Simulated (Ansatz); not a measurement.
# Cu: sliding across a plane

Aim: for Cu, slide the crystal rigidly across a (0 0 1) plane.

Program: Ansatz 0.2.0. Level of theory: DFT r2SCAN, scalar-relativistic, plane waves, PAW. These are calculated values, not measurements.

2 further runs of the same task are left out: 2 set aside as unsound or not needed. Runs told in other sessions of the task aren't counted.

## (1) The structure to begin with

The structure is hexagonal, space group P6_3/mmc (No. 194). Conventional cell: a = 2.529 Å, b = 2.529 Å, c = 8.264 Å, α = 90.00°, β = 90.00°, γ = 120.00°. Around Cu (site symmetry -3m) lie 12 Cu at 2.53 Å. Cu (site symmetry -6m2) has 12 Cu at 2.53 Å in its first shell of neighbours.

Coordinates:

```
Cu
1.0
    -1.26467   -2.19047    0.00000
     1.26467   -2.19047    0.00000
     0.00000    0.00000   16.52788
Cu
8
Cartesian
  0.0000 0.0000 8.2639
  0.0000 0.0000 0.0000
  0.0000 -2.9206 2.0660
  0.0000 -2.9206 10.3299
  0.0000 0.0000 4.1320
  0.0000 0.0000 12.3959
  0.0000 -1.4603 6.1980
  0.0000 -1.4603 14.4619
```

It goes back to an entry of the Materials Project, which need not be the stable form.

It is built from the cell relaxed beforehand with the same method (11.45 Å³/atom).

## (2) The undisturbed cell

The input, input.yaml:

```yaml
crystal:
  lattice:
    - [-1.2646697541, -2.1904722689, 0.0]
    - [1.2646697541, -2.1904722689, 0.0]
    - [0.0, 0.0, 16.5278797172]
  atoms:
    - { symbol: Cu, position: [0.0, 0.0, 0.5] }
    - { symbol: Cu, position: [0.0, 0.0, 0.0] }
    - { symbol: Cu, position: [0.6666666667, 0.6666666667, 0.125] }
    - { symbol: Cu, position: [0.6666666667, 0.6666666667, 0.625] }
    - { symbol: Cu, position: [0.0, 0.0, 0.25] }
    - { symbol: Cu, position: [0.0, 0.0, 0.75] }
    - { symbol: Cu, position: [0.3333333333, 0.3333333333, 0.375] }
    - { symbol: Cu, position: [0.3333333333, 0.3333333333, 0.875] }
basis:
  ecutwfc: 500
kpoints:
  mp_grid: { grid: [21, 21, 3] }
hamiltonian:
  xc: r2scan
scf:
  occupations: { method: gaussian, width: 0.15 }
output:
  forces: true
  stress: true
  eigenvalues: true
  write_density: true
  write_potential: true
  elf: true
  volumetric_format: npy
```

Command:

```
> ansatz run input.yaml --threads 2 --pin off --max-ram 5120MiB --backend cpu --events-out ev --progress --plain --runs-dir out
```

The program printed, cut to the lines that bear on the results:

```text
Warning: RAYON_NUM_THREADS=2 ignored (pool sized by the plan → 2); use --threads N
[...]
Pseudopotentials: kind: paw
Pseudopotential: Cu, paw, valence charge 19, recommended cutoff 500 eV (meta_gga), Cu.paw.azcp
Functional definition: r2SCAN
[...]
Crystal: 8 atoms, lattice volume = 91.572 Å³
Basis set: ecut = 500 eV, 2311 PW (Γ), exchange–correlation on 80×80×500 points (64 copies of the dense FFT grid, shifted against one another)
Bands: 92, of which v1, the nominal top of the filled ones, is band 76 counted from 1 (75 counted from 0)
Symmetry: 48 space group operations
Space group: P63/mmc (ITA 194), of the structure as read, at distance tolerance 4.5e-5 Å
k-points: 96 of 1323
[...]
SCF iter   1: F=—  HF=-53050.018173 eV  |F-HF|=—  |Δ(HF+E_count)|=         —  Δρ=3.98e-2  dr2=7.91e-1  dr2_τ=5.87e-3  ethr=1.77e-3  ⟨swp⟩=4.9  Hψ=27904  notcnv=0  defer=114
[...]
SCF iter   9: F=-53049.875819 eV  HF=-53049.875819 eV  |F-HF|=7.31e-9  |Δ(HF+E_count)|=   2.00e-7  Δρ=7.42e-6  dr2=3.16e-8  dr2_τ=2.48e-10  ethr=6.58e-11  ⟨swp⟩=11.7  Hψ=63380  notcnv=0
[...]
SCF converged after 9 iterations
Free energy (F): -53049.875819 eV
[...]
E sigma→0 (E₀):  -53049.861398 eV
Entropy (-TS):   -0.028843 eV (-3.605 meV/atom)
Fermi energy:    17.259871 eV
[...]
--- Forces (eV/Å), atoms counted from 1 ---
  atom   1  Cu     0.00000000    -0.00000000     0.00000000
  atom   2  Cu     0.00000000     0.00000000     0.00000000
  atom   3  Cu     0.00000000     0.00000000    -0.00000000
  atom   4  Cu     0.00000000     0.00000000    -0.00000000
  atom   5  Cu     0.00000000    -0.00000000     0.00000000
  atom   6  Cu     0.00000000    -0.00000000    -0.00000000
  atom   7  Cu    -0.00000000    -0.00000000     0.00000000
  atom   8  Cu     0.00000000    -0.00000000     0.00000000
[...]
--- Stress (GPa, compression-positive) ---
       -0.365310       0.000000       0.000000
        0.000000      -0.365310      -0.000000
        0.000000      -0.000000       0.529095
  P = ⅓ Tr σ = -0.0672 GPa (-0.672 kbar)
--- Band table (eV; the first three rows and the last of 96) ---
[...]
```

Wall time 20 s (2 threads of AMD EPYC 9R45 (Zen 5), shared host); peak memory 1.1 GiB.

Density in a lattice plane of the grid's cell (edges 2.53 and 16.53 Å, at 0.000 of the third edge), which holds Cu.

Ten even steps from '0' (0.21 e/Å³) to '9' (70.19 e/Å³):
```
000000
000000
000000
000000
920002
000000
000000
000000
000000
910001
000000
000000
000000
000000
920002
000000
000000
000000
000000
920002
```
Columns run along the first of these edges and rows up along the second, over one cell in 6 and 20 even steps from the bottom left corner. Atoms in the plane (fractional): Cu at (0.00, 0.50), Cu at (0.00, 0.00), Cu at (0.00, 0.25), Cu at (0.00, 0.75).

ELF in the same plane.

Ten even steps from ' ' (0.16) to '@' (0.93):
```
      ..    
::          
::          
      ..    
@@==      ==
      ..    
::          
::          
      ..    
@@==      ==
      ..    
::          
::          
      ..    
@@==      ==
      ..    
::          
::          
      ..    
@@==      ==
```
Columns run along the first of these edges and rows up along the second, over one cell in 6 and 20 even steps from the bottom left corner. Atoms in the plane (fractional): Cu at (0.00, 0.50), Cu at (0.00, 0.00), Cu at (0.00, 0.25), Cu at (0.00, 0.75).

Both are smooth fields of the valence electrons: close to the nuclei they are not physical.

The cell is repeated 2 times, 8 atoms in all. The reference gives a free energy of -53049.8758 eV, pressure -0.07 GPa, largest force 0.000 eV/Å and gap on the mesh none (metal).

## (3) Setting up sliding across a plane

The cut lies on the cell's a–b face, a (0 0 1) plane of area 5.54 Å², between layers 2.07 Å apart (Cu below, Cu above); the cell is 16.5 Å thick. Vector c is tilted by f times 1·a + 1·b (length 4.381 Å) with the atoms' Cartesian places fixed: one unrelaxed fault per cell.

## (4) Point f = 0.167

The input, input.yaml:

```yaml
crystal:
  lattice:
    - [-1.2646697541, -2.1904722689, 0.0]
    - [1.2646697541, -2.1904722689, 0.0]
    - [0.0, -0.7303034545, 16.5278797172]
  atoms:
    - { symbol: Cu, position: [-0.07293125, -0.07293125, 0.4375] }
    - { symbol: Cu, position: [-0.15628125, -0.15628125, 0.9375] }
    - { symbol: Cu, position: [0.6562479167, 0.6562479167, 0.0625] }
    - { symbol: Cu, position: [0.5728979167, 0.5728979167, 0.5625] }
    - { symbol: Cu, position: [-0.03125625, -0.03125625, 0.1875] }
    - { symbol: Cu, position: [-0.11460625, -0.11460625, 0.6875] }
    - { symbol: Cu, position: [0.2812395833, 0.2812395833, 0.3125] }
    - { symbol: Cu, position: [0.1978895833, 0.1978895833, 0.8125] }
basis:
  ecutwfc: 500
kpoints:
  mp_grid: { grid: [21, 21, 3] }
hamiltonian:
  xc: r2scan
scf:
  occupations: { method: gaussian, width: 0.15 }
output:
  forces: true
  stress: true
  eigenvalues: true
```

Command:

```
> ansatz run input.yaml --threads 2 --pin off --max-ram 5120MiB --backend cpu --events-out ev --progress --plain --runs-dir out
```

The program printed, cut to the lines that bear on the results:

```text
Warning: RAYON_NUM_THREADS=2 ignored (pool sized by the plan → 2); use --threads N
[...]
[... 3 set-up lines as earlier in the session ...]
[...]
Crystal: 8 atoms, lattice volume = 91.572 Å³
Basis set: ecut = 500 eV, 2315 PW (Γ), exchange–correlation on 80×80×500 points (64 copies of the dense FFT grid, shifted against one another)
Bands: 92, of which v1, the nominal top of the filled ones, is band 76 counted from 1 (75 counted from 0)
Symmetry: 2 space group operations
Space group: Cm (ITA 8), of the structure as read, at distance tolerance 4.5e-5 Å
k-points: 352 of 1323 (time reversal used)
[...]
SCF iter   1: F=—  HF=-53049.742330 eV  |F-HF|=—  |Δ(HF+E_count)|=         —  Δρ=4.00e-2  dr2=8.08e-1  dr2_τ=6.06e-3  ethr=1.77e-3  ⟨swp⟩=5.0  Hψ=101797  notcnv=0  defer=506
[...]
SCF converged after 12 iterations
Free energy (F): -53049.598764 eV
[...]
E sigma→0 (E₀):  -53049.584323 eV
Entropy (-TS):   -0.028881 eV (-3.610 meV/atom)
Fermi energy:    17.263774 eV
[...]
--- Forces (eV/Å), atoms counted from 1 ---
  atom   1  Cu     0.00000000    -0.00174529    -0.00309382
  atom   2  Cu     0.00000000    -0.72437717    -1.11096555
  atom   3  Cu     0.00000000     0.71618483     1.12786722
  atom   4  Cu     0.00000000     0.00095410     0.00253197
  atom   5  Cu     0.00000000     0.00890255     0.01548476
  atom   6  Cu     0.00000000     0.00224644     0.00150291
  atom   7  Cu     0.00000000    -0.00038408     0.00407367
  atom   8  Cu     0.00000000    -0.00178687    -0.03740044
[...]
--- Stress (GPa, compression-positive) ---
       -1.104168       0.000000       0.000000
        0.000000      -0.122959       2.799927
        0.000000       2.799926       4.851372
  P = ⅓ Tr σ = 1.2081 GPa (12.081 kbar)
--- Band table (eV; the first three rows and the last of 352) ---
[...]
```

It took 2.2 min on 2 threads of AMD EPYC 9R45 (Zen 5), shared host; peak memory 2.6 GiB.

## (5) At f = 0.333

The input, input.yaml:

```yaml
crystal:
  lattice:
    - [-1.2646697541, -2.1904722689, 0.0]
    - [1.2646697541, -2.1904722689, 0.0]
    - [0.0, -1.4601688144, 16.5278797172]
  atoms:
    - { symbol: Cu, position: [-0.14581875, -0.14581875, 0.4375] }
    - { symbol: Cu, position: [-0.31246875, -0.31246875, 0.9375] }
    - { symbol: Cu, position: [0.6458354167, 0.6458354167, 0.0625] }
    - { symbol: Cu, position: [0.4791854167, 0.4791854167, 0.5625] }
    - { symbol: Cu, position: [-0.06249375, -0.06249375, 0.1875] }
    - { symbol: Cu, position: [-0.22914375, -0.22914375, 0.6875] }
    - { symbol: Cu, position: [0.2291770833, 0.2291770833, 0.3125] }
    - { symbol: Cu, position: [0.0625270833, 0.0625270833, 0.8125] }
basis:
  ecutwfc: 500
kpoints:
  mp_grid: { grid: [21, 21, 3] }
hamiltonian:
  xc: r2scan
scf:
  occupations: { method: gaussian, width: 0.15 }
output:
  forces: true
  stress: true
  eigenvalues: true
```

Command:

```
> ansatz run input.yaml --threads 2 --pin off --max-ram 5120MiB --backend cpu --events-out ev --progress --plain --runs-dir out
```

The program printed, cut to the lines that bear on the results:

```text
[...]
SCF converged after 13 iterations
Free energy (F): -53049.209098 eV
[...]
E sigma→0 (E₀):  -53049.194072 eV
Entropy (-TS):   -0.030052 eV (-3.756 meV/atom)
Fermi energy:    17.261358 eV
[...]
--- Forces (eV/Å), atoms counted from 1 ---
  atom   1  Cu     0.00000000     0.00011091    -0.00863626
  atom   2  Cu     0.00000000     0.00047029    -2.78393849
  atom   3  Cu     0.00000000    -0.00221925     2.80852655
  atom   4  Cu     0.00000000    -0.00113573     0.00816793
  atom   5  Cu     0.00000000     0.00013720     0.04467832
  atom   6  Cu     0.00000000    -0.00013807     0.00076239
  atom   7  Cu     0.00000000     0.00125884     0.00793214
  atom   8  Cu     0.00000000     0.00151567    -0.07749310
[...]
--- Stress (GPa, compression-positive) ---
       -1.204578       0.000000       0.000000
        0.000000      -1.183577      -0.116170
        0.000000      -0.116170      11.238665
  P = ⅓ Tr σ = 2.9502 GPa (29.502 kbar)
--- Band table (eV; the first three rows and the last of 352) ---
[...]
```

Run time: 2 min. Hardware: 2 threads of AMD EPYC 9R45 (Zen 5), shared host; peak memory 2.6 GiB.

## (6) f = 0.500

The input, input.yaml:

```yaml
crystal:
  lattice:
    - [-1.2646697541, -2.1904722689, 0.0]
    - [1.2646697541, -2.1904722689, 0.0]
    - [0.0, -2.1904722689, 16.5278797172]
  atoms:
    - { symbol: Cu, position: [-0.21875, -0.21875, 0.4375] }
    - { symbol: Cu, position: [-0.46875, -0.46875, 0.9375] }
    - { symbol: Cu, position: [0.6354166667, 0.6354166667, 0.0625] }
    - { symbol: Cu, position: [0.3854166667, 0.3854166667, 0.5625] }
    - { symbol: Cu, position: [-0.09375, -0.09375, 0.1875] }
    - { symbol: Cu, position: [-0.34375, -0.34375, 0.6875] }
    - { symbol: Cu, position: [0.1770833333, 0.1770833333, 0.3125] }
    - { symbol: Cu, position: [-0.0729166667, -0.0729166667, 0.8125] }
basis:
  ecutwfc: 500
kpoints:
  mp_grid: { grid: [21, 21, 3] }
hamiltonian:
  xc: r2scan
scf:
  occupations: { method: gaussian, width: 0.15 }
output:
  forces: true
  stress: true
  eigenvalues: true
```

Command:

```
> ansatz run input.yaml --threads 2 --pin off --max-ram 5120MiB --backend cpu --events-out ev --progress --plain --runs-dir out
```

The program printed, cut to the lines that bear on the results:

```text
Warning: RAYON_NUM_THREADS=2 ignored (pool sized by the plan → 2); use --threads N
[...]
[... 3 set-up lines as earlier in the session ...]
[...]
Crystal: 8 atoms, lattice volume = 91.572 Å³
Basis set: ecut = 500 eV, 2323 PW (Γ), exchange–correlation on 80×80×500 points (64 copies of the dense FFT grid, shifted against one another)
Bands: 92, of which v1, the nominal top of the filled ones, is band 76 counted from 1 (75 counted from 0)
[... 2 set-up lines as earlier in the session ...]
k-points: 352 of 1323 (time reversal used)
[...]
SCF iter   1: F=—  HF=-53049.744391 eV  |F-HF|=—  |Δ(HF+E_count)|=         —  Δρ=4.00e-2  dr2=8.09e-1  dr2_τ=6.06e-3  ethr=1.77e-3  ⟨swp⟩=5.0  Hψ=101888  notcnv=0  defer=452
[...]
SCF converged after 12 iterations
Free energy (F): -53049.600829 eV
[...]
E sigma→0 (E₀):  -53049.586761 eV
Entropy (-TS):   -0.028135 eV (-3.517 meV/atom)
Fermi energy:    17.262898 eV
[...]
--- Forces (eV/Å), atoms counted from 1 ---
  atom   1  Cu     0.00000000    -0.00097191    -0.00287563
  atom   2  Cu     0.00000000     0.71946110    -1.10364074
  atom   3  Cu     0.00000000    -0.72724086     1.13644256
  atom   4  Cu     0.00000000     0.00072345     0.00182790
  atom   5  Cu     0.00000000     0.00285797     0.00673884
  atom   6  Cu     0.00000000     0.00011483     0.00318168
  atom   7  Cu     0.00000000    -0.00206684     0.00476096
  atom   8  Cu     0.00000000     0.00711465    -0.04643490
[...]
--- Stress (GPa, compression-positive) ---
       -1.124586       0.000000       0.000000
        0.000000      -0.119469      -2.619095
        0.000000      -2.619095       4.842805
  P = ⅓ Tr σ = 1.1996 GPa (11.996 kbar)
--- Band table (eV; the first three rows and the last of 352) ---
[...]
```

It took 2.1 min on 2 threads of AMD EPYC 9R45 (Zen 5), shared host; peak memory 2.6 GiB.

## (7) f = 0.667

The input, input.yaml:

```yaml
crystal:
  lattice:
    - [-1.2646697541, -2.1904722689, 0.0]
    - [1.2646697541, -2.1904722689, 0.0]
    - [0.0, -2.9207757233, 16.5278797172]
  atoms:
    - { symbol: Cu, position: [-0.29168125, -0.29168125, 0.4375] }
    - { symbol: Cu, position: [-0.62503125, -0.62503125, 0.9375] }
    - { symbol: Cu, position: [0.6249979167, 0.6249979167, 0.0625] }
    - { symbol: Cu, position: [0.2916479167, 0.2916479167, 0.5625] }
    - { symbol: Cu, position: [-0.12500625, -0.12500625, 0.1875] }
    - { symbol: Cu, position: [-0.45835625, -0.45835625, 0.6875] }
    - { symbol: Cu, position: [0.1249895833, 0.1249895833, 0.3125] }
    - { symbol: Cu, position: [-0.2083604167, -0.2083604167, 0.8125] }
basis:
  ecutwfc: 500
kpoints:
  mp_grid: { grid: [21, 21, 3] }
hamiltonian:
  xc: r2scan
scf:
  occupations: { method: gaussian, width: 0.15 }
output:
  forces: true
  stress: true
  eigenvalues: true
```

Command:

```
> ansatz run input.yaml --threads 2 --pin off --max-ram 5120MiB --backend cpu --events-out ev --progress --plain --runs-dir out
```

The program printed, cut to the lines that bear on the results:

```text
Warning: RAYON_NUM_THREADS=2 ignored (pool sized by the plan → 2); use --threads N
[...]
[... 3 set-up lines as earlier in the session ...]
[...]
Crystal: 8 atoms, lattice volume = 91.572 Å³
Basis set: ecut = 500 eV, 2311 PW (Γ), exchange–correlation on 80×80×500 points (64 copies of the dense FFT grid, shifted against one another)
Bands: 92, of which v1, the nominal top of the filled ones, is band 76 counted from 1 (75 counted from 0)
[... 2 set-up lines as earlier in the session ...]
k-points: 352 of 1323 (time reversal used)
[...]
SCF iter   1: F=—  HF=-53050.016796 eV  |F-HF|=—  |Δ(HF+E_count)|=         —  Δρ=3.97e-2  dr2=7.89e-1  dr2_τ=5.86e-3  ethr=1.77e-3  ⟨swp⟩=4.9  Hψ=101778  notcnv=0  defer=482
[...]
SCF converged after 12 iterations
Free energy (F): -53049.875279 eV
[...]
E sigma→0 (E₀):  -53049.860369 eV
Entropy (-TS):   -0.029821 eV (-3.728 meV/atom)
Fermi energy:    17.259336 eV
[...]
--- Forces (eV/Å), atoms counted from 1 ---
  atom   1  Cu     0.00000000     0.00003532    -0.00117464
  atom   2  Cu     0.00000000     0.00057654     0.02642848
  atom   3  Cu     0.00000000     0.00015046     0.02256136
  atom   4  Cu     0.00000000     0.00061867    -0.00298523
  atom   5  Cu     0.00000000    -0.00006781    -0.02763696
  atom   6  Cu     0.00000000     0.00004900     0.00660290
  atom   7  Cu     0.00000000    -0.00064083     0.00463689
  atom   8  Cu     0.00000000    -0.00072129    -0.02843267
[...]
--- Stress (GPa, compression-positive) ---
       -0.437371       0.000000       0.000000
        0.000000      -0.411981       0.093740
        0.000000       0.093740       0.549223
  P = ⅓ Tr σ = -0.1000 GPa (-1.000 kbar)
--- Band table (eV; the first three rows and the last of 352) ---
[...]
```

Run time: 2.1 min. Hardware: 2 threads of AMD EPYC 9R45 (Zen 5), shared host; peak memory 2.6 GiB.

## (8) Results of the scan

The scan, with free energies counted from the undisturbed cell:

```csv
f,γ (mJ/m²),shear traction (GPa)
0.000,0,0.0
0.167,801,21.1
0.333,1928,-0.2
0.500,795,-21.0
0.667,2,0.1
```

## (9) What came out

| quantity | value |
| --- | --- |
| highest fault energy sampled | 1928 mJ/m² at f = 0.333 |
| largest shear traction sampled | 21.1 GPa |

What this shows: The highest point computed is 1928 mJ/m², at f = 0.333; the true top can lie between points. The values are for rigid blocks: relaxation normal to the plane would bring them down.
